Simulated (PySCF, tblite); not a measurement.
# C₅H₁₁NOSi₂: geometry, infrared bands and NMR shifts

Aim: predict the infrared bands and NMR shifts of C₅H₁₁NOSi₂ (`N#CC[C@@H]1C[SiH2][SiH2]CO1`).

Computed with tblite 0.8.0 and PySCF 2.14.0, with density-fitted response routines of our own, on a single molecule in the gas phase. Atoms count from 0, in the outputs and in this text.

### 1 Starting geometry

20 atoms, charge 0, multiplicity 1; geometry from: force field or distance geometry start.

Bonds of the start (Å): N0–C1 1.16, C1–C2 1.46, C2–C3 1.55, C3–C4 1.55, C4–Si5 1.89, Si5–Si6 2.31, Si6–C7 1.88, C7–O8 1.44, O8–C3 1.45, C2–H9 1.09, C2–H10 1.10, C3–H11 1.09, C4–H12 1.09, C4–H13 1.09, Si5–H14 1.50, Si5–H15 1.48, Si6–H16 1.49, Si6–H17 1.49, C7–H18 1.10, C7–H19 1.09.

### 2 Geometry optimisation with GFN2-xTB

The job: settings as JSON, then the geometry in Å.

```
{"job": {"kind": "relax", "xc": "GFN2-xTB", "basis": "xTB"}, "charge": 0, "multiplicity": 1}
N      4.040800     0.657500    -0.997000
C      3.192000    -0.078600    -0.696600
C      2.138600    -1.013300    -0.294700
C      0.749000    -0.325600    -0.341000
C      0.578200     0.646700     0.855100
Si    -0.994400     1.692400     0.779900
Si    -2.595100     0.107300     0.287100
C     -1.525200    -1.058700    -0.726300
O     -0.215500    -1.400300    -0.227000
H      2.318800    -1.426200     0.702700
H      2.126500    -1.869500    -0.983600
H      0.623400     0.173600    -1.296600
H      1.420600     1.343600     0.904500
H      0.567600     0.085100     1.786700
H     -1.236500     2.405700     2.072000
H     -0.878800     2.674100    -0.318200
H     -3.079700    -0.558100     1.534800
H     -3.738600     0.647300    -0.492400
H     -2.074200    -2.008700    -0.804200
H     -1.422500    -0.683400    -1.748500
```

The run is started by

```bash
OMP_NUM_THREADS=1 python probes_run.py task.json out
```

This one command runs all jobs of the session in turn.

**Question.** This job is followed by: GFN2-xTB harmonic vibrations, gas phase; GIAO PBE0/pcSseg-1 NMR shielding, non-relativistic, gas phase. Predict these results of the whole session: strongest single infrared mode (GFN2-xTB); zero-point energy (GFN2-xTB); ¹³C shifts against TMS (PBE0/pcSseg-1); ¹H shifts against TMS (PBE0/pcSseg-1); ¹⁵N shifts against NH3 (PBE0/pcSseg-1); ²⁹Si shifts against TMS (PBE0/pcSseg-1); ¹⁷O shifts against H2O (PBE0/pcSseg-1).

The runs gave:

```
                                 quantity                                                                 value
strongest single infrared mode (GFN2-xTB)                                                 2223 cm⁻¹, 565 km/mol
             zero-point energy (GFN2-xTB)                                                         90.8 kcal/mol
   ¹³C shifts against TMS (PBE0/pcSseg-1)                                     122.7, 82.5, 64.5, 29.7, 14.9 ppm
    ¹H shifts against TMS (PBE0/pcSseg-1)  4.69, 4.22, 4.10, 3.95, 3.66, 3.58, 3.24, 2.62, 2.22, 1.78, 0.67 ppm
   ¹⁵N shifts against NH3 (PBE0/pcSseg-1)                                                             302.8 ppm
  ²⁹Si shifts against TMS (PBE0/pcSseg-1)                                                      -85.1, -96.1 ppm
   ¹⁷O shifts against H2O (PBE0/pcSseg-1)                                                              46.2 ppm
```

The optimisation took 67 steps and gained 0.295 eV; among the close pairs (by a distance rule), Si6–C7 changed most, from 1.879 to 1.922 Å. All 54 modes are real, so the xTB geometry is a minimum. Unscaled tight-binding wavenumbers are off by several per cent, some by more. Its intensities can rank the bands wrongly. The most deshielded carbon is C1 (nitrile carbon), at 122.7 ppm: this is the usual window of a C≡N carbon, which has no attached hydrogen. At PBE0/pcSseg-1: The widest tensor belongs to N0: span 505 ppm, with a paramagnetic part of -375 ppm.
